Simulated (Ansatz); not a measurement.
# Molybdenum hexafluoride (MoF6): vertical ionisation energy

An exercise on one series of results from a longer session: the logs are not shown, and one member is left open.

The runs use Ansatz 0.2.0, Gaussian basis; unrestricted cation, the program's frozen cores in correlated methods.

The runs, in order: UKS PBE-D4/def2-TZVPP; UKS r2SCAN-D4/def2-TZVPP; UKS PBE0-D4/def2-TZVPP; UKS B3LYP-D4/def2-TZVPP; UKS wB97X-V/def2-TZVPP; UKS wB97M-V/def2-TZVPP; UKS B2PLYP/def2-TZVPP; UHF-CCSD(T)/def2-TZVPP; UHF-MP2/def2-QZVPP; extrapolation to the limit; then −ε(HOMO) from the neutral's earlier runs with LDA (SPW92), PBE-D4, revPBE-D4, BLYP-D4, r2SCAN-D4, B97M-V, PBE0-D4, B3LYP-D4, r2SCANh-D4, r2SCAN0-D4, HSE06-D4, BHLYP-D4, CAM-B3LYP-D4, LC-ωPBE, ωB97X-V, ωB97M-V.

**The geometry**

All runs share one geometry, relaxed beforehand with PBE0-D4 in a triple-zeta def2 set. Mo takes the def2 core potential; no spin-orbit term is included.

SMILES `[F][Mo]([F])([F])([F])([F])[F]`, 7 atoms, charge 0, spin multiplicity 1.

Atoms are counted from 1 here; the program's logs count them from 0.

Bond lengths: F1–Mo2 1.817 Å, Mo2–F3 1.817 Å, Mo2–F4 1.817 Å, Mo2–F5 1.817 Å, Mo2–F6 1.817 Å, Mo2–F7 1.817 Å. Angles: F1–Mo2–F3 90.0°, F1–Mo2–F4 90.0°, F1–Mo2–F5 180.0°, F1–Mo2–F6 90.0°, F1–Mo2–F7 90.0°, F3–Mo2–F4 90.0°, F3–Mo2–F5 90.0°, F3–Mo2–F6 90.0°, F3–Mo2–F7 180.0°, F4–Mo2–F5 90.0°, F4–Mo2–F6 180.0°, F4–Mo2–F7 90.0°, F5–Mo2–F6 90.0°, F5–Mo2–F7 90.0°, F6–Mo2–F7 90.0°.

Coordinates:

```tsv
atom	x (Å)	y (Å)	z (Å)
F1	0.1533	-1.6099	0.8281
Mo2	0.0000	0.0000	0.0000
F3	-1.3697	0.4403	1.1095
F4	-1.1839	-0.7178	-1.1765
F5	-0.1532	1.6099	-0.8281
F6	1.1838	0.7180	1.1765
F7	1.3697	-0.4404	-1.1095
```

The first run:

Contents of in.yaml:

```yaml
crystal:
  periodic: [false, false, false]
  atoms:
    - {symbol: F, position_ang: [0.153300, -1.609864, 0.828110]}
    - {symbol: Mo, position_ang: [0.000017, 0.000001, -0.000006]}
    - {symbol: F, position_ang: [-1.369656, 0.440257, 1.109548]}
    - {symbol: F, position_ang: [-1.183884, -0.717816, -1.176468]}
    - {symbol: F, position_ang: [-0.153242, 1.609867, -0.828121]}
    - {symbol: F, position_ang: [1.183809, 0.717974, 1.176459]}
    - {symbol: F, position_ang: [1.369656, -0.440429, -1.109521]}
basis:
  gaussian: {orbitals: def2-TZVPP}
total_charge: 1
magnetization: {spin_polarized: true, initial_magnetization: 1}
hamiltonian: {xc: pbe, dispersion: d4}
```

Started as:

```bash
> ansatz run in.yaml --threads 2 --pin off --events-out ev --progress --plain --max-ram 32768MiB --backend cpu
```

Among the steps run: Cation, UKS PBE-D4/def2-TZVPP; Cation, UKS r2SCAN-D4/def2-TZVPP; Cation, UKS PBE0-D4/def2-TZVPP; Cation, UKS B3LYP-D4/def2-TZVPP; Cation, UKS wB97X-V/def2-TZVPP; Cation, UKS wB97M-V/def2-TZVPP; Cation, UKS B2PLYP (frozen core)/def2-TZVPP; Cation, UHF-CCSD(T)/def2-TZVPP; Cation, UHF-MP2/def2-QZVPP.

One of the session's tables, all rows but one given; the rest of the session is left out.

For comparison, −ε(HOMO) of the neutral from earlier runs:

```
  functional  −ε(HOMO) (eV)
 LDA (SPW92)          10.92
      PBE-D4          10.62
   revPBE-D4          10.52
     BLYP-D4          10.57
   r2SCAN-D4          11.19
      B97M-V          11.32
     PBE0-D4              ?
    B3LYP-D4          12.45
  r2SCANh-D4          11.98
  r2SCAN0-D4          13.18
    HSE06-D4          12.34
    BHLYP-D4          14.89
CAM-B3LYP-D4          14.35
     LC-ωPBE          15.59
     ωB97X-V          15.30
     ωB97M-V          15.27
```

Q: Estimate the row for PBE0-D4 from the others.

The run gave: −ε(HOMO) (eV): 12.76. In the column «−ε(HOMO) (eV)» it lies between B3LYP-D4 (12.45) and r2SCAN0-D4 (13.18).

To keep in mind: In point group Oh the highest level is often degenerate; the cation then breaks the symmetry, and the runs may pick different components.
